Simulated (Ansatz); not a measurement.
Run this with the Ansatz DFT code, driven from Python and show what comes out.

`run_pdos.py`:
```python
"""Projected density of states of GdSe."""

import sys

import ansatz as az
import numpy as np

system = (
    az.Lattice.fcc(5.771)
    .space_group(225)
    .atom("Gd", (0.0, 0.0, 0.0))
    .atom("Se", (0.5, 0.0, 0.0))
    .primitive()
    .moments(Gd=4.9)
)

calc = system.calculation()
calc = calc.functional("pbesol", dispersion="d4")
calc = calc.basis(530).accuracy("medium")
calc = calc.kpoints(7, 7, 7).occupations("fermi_dirac", width=0.15)
calc = calc.spin("collinear")
calc = calc.mixing("broyden", beta=0.7)
calc = calc.scf(extra_bands=8, algorithm="direct_min")
calc = calc.density_of_states(projected=True, energy_step=0.1)
try:
    done = calc.run(threads=1, backend="cpu")
except az.NonConvergedError as error:
    sys.exit(f"no convergence: {error}")
except az.RefusalError as error:
    sys.exit(f"input refused: {error}")
data = done.report

dos = done.density_of_states()
energy = np.asarray(dos.energies_ev) - dos.fermi_ev
curves = {}
for site in done.projected_density_of_states().sites:
    for shell in site.shells:
        weight = sum(np.sum(curve.g_bin_mean_per_ev, axis=0) for curve in shell.curves)
        name = f"{site.species} {shell.label}"
        curves[name] = curves.get(name, 0) + weight

step = energy[1] - energy[0]
windows = [(-6, -3), (-3, 0), (0, 4)]
print("states by shell in windows of E - E_F (eV):", windows)
for name, g in curves.items():
    print(f"{name:8s}", " ".join(f"{step * g[(energy >= a) & (energy < b)].sum():8.3f}" for a, b in windows))
filled = (energy < 0) & (energy > -6)
for name, g in curves.items():
    if g[filled].sum() * step > 0.5:
        print(f"centre of {name}: {np.average(energy[filled], weights=g[filled]):.2f} eV")
```

Output of `python run_pdos.py`:
```text
DeckWarning: where an SCF of this run starts from atoms to list the orders of its open shells, Gd (site 0, from 0) starts with 6.64 μB on its 4f shell, in the place of the 4.90 μB that the deck gives [...]
states by shell in windows of E - E_F (eV): [(-6, -3), (-3, 0), (0, 4)]
Gd 5S       0.015    0.000    0.005
Gd 6S       0.201    0.007    0.596
Gd 5P       0.100    0.001    0.008
Gd 5D       1.185    0.582    5.497
Gd 4F       7.009    0.149    6.766
Se 4S       0.031    0.002    0.225
Se 4P       4.177    0.107    0.589
Se 3D       0.000    0.000    0.000
centre of Gd 5D: -3.22 eV
centre of Gd 4F: -4.20 eV
centre of Se 4P: -4.45 eV
```
(Warnings from the package without file and line, shortened.)

The settings weren't tested for convergence. Open f shells: without a Hubbard U, without spin-orbit coupling; the state reached hangs on the start and needn't be the lowest. Without U the f states sit at the Fermi level and can close a real gap. Dispersion corrections can be off by several per cent in the lattices of metals, and by several GPa in the pressure at a fixed cell. For a metal this k-point mesh is coarse: on a finer one energies can move by several to tens of meV an atom and pressures by half a GPa or more, differences at one mesh by less. The structure is a deposited one; some such entries were measured under pressure or heat, so a shift against it needn't be the functional's error alone. Curves are summed over the cell's atoms. Only shells that the potentials hold have channels, so projections don't add up to the total, least of all where a shell is missing (p of most metals); heights and places of peaks move with the mesh. The computed bands are complete only to about 0.8 eV above the Fermi level; beyond that the density of states is undercounted. A band centre counts only the states inside the window taken. It ran for 19 s on 1 thread of Arm Neoverse V2 (shared host), peak memory 0.51 GiB.

(Lines on the test bed's own set-up are left out of the output.)
